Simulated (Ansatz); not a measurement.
The system is NiMoIrPdW.

```
Ni Mo Pd Ir W
1.0
     2.76616    0.00000    0.00000
    -1.38308    2.39557    0.00000
     0.00000    0.00000   11.02292
Ni Mo Pd Ir W
1 1 1 1 1
Direct
  0.33333 0.66667 0.59712
  0.00000 0.00000 0.41074
  0.66667 0.33333 0.79520
  0.66667 0.33333 0.19960
  0.33333 0.66667 0.99734
```

The cell was built by a generator and needn't be a form met in nature.

| Quantity | Value |
| --- | --- |
| Program | Ansatz 0.2.0 |
| Task | relaxation of cell and atoms |
| Functional | PBE |
| Dispersion | D3(BJ) |
| Potentials or basis | all-electron PAW datasets made for the crystal |
| k mesh | 7 × 7 × 2 |
| Occupations | fermi-dirac, width 0.05 eV |
| Spin | collinear spin, ferromagnetic start |
| Starting moments | [1.0, 1.0, 0.0, 0.6, 0.0] μB |

At the start: volume 14.61 Å³/atom.

Q: How do energy, volume and symmetry change on relaxing?

A: Over 5 steps the energy falls by 8.7 meV/atom and the volume is 14.22 Å³/atom (-2.7 %); space group P3m1 (No. 156, to 0.05 Å); moment 0.00 μB per cell.

The path:
| step | energy change (eV) | largest force (eV/Å) | volume (Å³) |
| --- | --- | --- | --- |
| 1 | 0.0000 | 0.1772 | 73.04 |
| 2 | -0.0429 | 0.0809 | 71.22 |
| 3 | -0.0437 | 0.0182 | 71.09 |
| 4 | -0.0438 | 0.0038 | 71.08 |
| 5 | -0.0437 | 0.0038 | 71.08 |

Final structure:
```
Ni Mo Pd Ir W
1.0
     2.74633    0.00000    0.00000
    -1.37316    2.37839    0.00000
     0.00000    0.00000   10.88144
Ni Mo Pd Ir W
1 1 1 1 1
Direct
  0.33333 0.66667 0.59737
  0.00000 0.00000 0.41265
  0.66667 0.33333 0.79373
  0.66667 0.33333 0.20026
  0.33333 0.66667 0.99600
```

Caveat: the k mesh is coarse (spacing up to 0.37 Å⁻¹), so the values aren't converged; the k mesh is thin for a metal, which can move the energy by tens of meV per atom; the program listed the state as in doubt; the starting moments weren't kept.
